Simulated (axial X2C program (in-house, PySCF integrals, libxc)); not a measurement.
**SeOH⁻: bond lengths and stretches, held linear**

An exercise on one series of results from a longer session: the logs are not shown, and one member is left open.

Method: all-electron X2C, two-component (2c) or spin-free, Se dyall-v3z, O dyall-av3z, H dyall-v3z; program: an in-house X2C program for linear molecules on PySCF integrals.

All values are calculated.

2 further runs of the same task are left out: 2 set aside as unsound or not needed.

Set-up of the first run:

task.json

```json
{"zs": [34, 8, 1], "q": -1, "bas": ["dyall-v3z", "dyall-av3z", "dyall-v3z"], "r0": [1.79, 0.96], "symm": 0, "scan": ["PBE0", "HF", "PBE"], "levels": ["PBE0", "HF", "r2SCAN"], "nst": 2}
```

Keys: zs atomic numbers; q charge; bas basis sets; r0 starting distance in Å; symm equal bonds; scan levels of the two-bond scan (MP2 follows by itself at each HF point); levels methods; nst determinants followed.

The run is started by

```bash
$ python solin.py task.json out
```

Masses Se 79.917, O 15.995, H 1.008 u.

Among the steps run: Scan at PBE0, 2c; Scan at HF, 2c; Scan at PBE, 2c.

One table of the session follows, with a row left open; its other results are not shown here.

| level | r(Se–O) (Å) | r(O–H) (Å) | lower stretch (cm⁻¹) | upper stretch (cm⁻¹) |
| --- | --- | --- | --- | --- |
| PBE0, 2c | 1.865 | 0.942 | 563.3 | 4143.9 |
| HF, 2c | 1.862 | 0.927 | 555.4 | 4348.3 |
| PBE, 2c | 1.894 | 0.952 | 530.4 | 3999.3 |
| MP2, 2c | 1.884 | 0.946 | 549.9 | 4105.9 |
| PBE0, spin-free | 1.861 | 0.941 | 571.3 | 4153.6 |
| HF, spin-free | ? | ? | ? | ? |
| PBE, spin-free | 1.889 | 0.951 | 541.3 | 4016.4 |
| MP2, spin-free | 1.880 | 0.946 | 558.5 | 4112.2 |

Estimate the missing values for HF, spin-free.

The run gave: r(Se–O) (Å): 1.859; r(O–H) (Å): 0.927; lower stretch (cm⁻¹): 562.6; upper stretch (cm⁻¹): 4352.9. In the column «r(Se–O) (Å)» it is the lowest.

Scans not shown above were run alike.

MP2 freezes inner shells (threshold -2 hartree). For an anion the highest level of a functional can be positive, and the basis then holds the extra electron. The molecule was held linear; bending was not examined, so a bent shape may lie lower.
